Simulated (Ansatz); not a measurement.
This script drives Ansatz 0.2.0 through its Python package.

`bde_ch4bbros.py`
```python
"""X-H bond energies of CH4BBrOS without relaxation."""

import ansatz as az
from ase import Atoms

config = {
    "basis_set": "6-31G*",
    "xc": "B3LYP",
}


def energy(molecule, charge=0, unpaired=0):
    calc = (
        molecule.calculation()
        .basis(gaussian=config["basis_set"])
        .functional(config["xc"])
    )
    if charge:
        calc = calc.charge(charge)
    if unpaired:
        calc = calc.spin("collinear", total=unpaired)
    report = calc.run(threads=1).report
    if report["published_state_doubts"]:
        print("  doubts:", report["published_state_doubts"])
    return report["free_energy_ev"]

def without(molecule, index):
    rest = az.Crystal.molecule()
    for i, site in enumerate(molecule.cartesian_sites):
        if i != index:
            rest = rest.atom(site.symbol, site.position_ang)
    return rest


def main() -> None:
    atoms = Atoms(["C", "O", "B", "S", "Br", "H", "H", "H", "H"], positions=[
        [0.5653, 0.1767, 1.1615],
        [-0.8357, 0.0631, 0.7773],
        [-0.9501, 0.0729, -0.7055],
        [-0.7575, -1.5374, -1.6516],
        [-1.2181, 1.782, -1.6894],
        [1.1435, -0.6104, 0.7866],
        [0.6032, 0.2236, 2.2614],
        [0.9694, 1.2129, 0.7931],
        [0.5685, -1.4296, -1.7506],
    ])
    molecule = az.Crystal.molecule_from_ase(atoms)

    whole = energy(molecule, 0)
    hydrogen = energy(az.Crystal.molecule().atom("H", (0, 0, 0)), 0, 1)
    print(f"E(molecule) = {whole:.5f} eV, E(H) = {hydrogen:.5f} eV")
    for index in [7, 8]:
        radical = energy(without(molecule, index), 0, 1)
        print(f"H{index}: homolysis {23.060548 * (radical + hydrogen - whole):.1f} kcal/mol")


if __name__ == "__main__":
    main()
```

It is started by `python bde_ch4bbros.py`. How long does it take on 1 thread of Arm Neoverse V2, on a shared host, and how much memory does it need?

It took about 24 s, with a peak of 0.41 GiB, for 4 runs of the engine.

`python bde_ch4bbros.py` gives:
```text
E(molecule) = -84701.25613 eV, E(H) = -13.61312 eV
H7: homolysis 105.7 kcal/mol
H8: homolysis 73.8 kcal/mol
```

Total energies depend on the basis set; only differences at equal settings carry meaning. The geometry is a force-field or estimated start, not a minimum of this method, and the basis set is short of its limit. All parts are taken at fixed geometry, without zero-point energy. b3lyp holds the VWN-RPA fit, as in Gaussian; the form of ORCA and Turbomole is b3lyp5. The spin-orbit lowering of heavy atoms is left out.
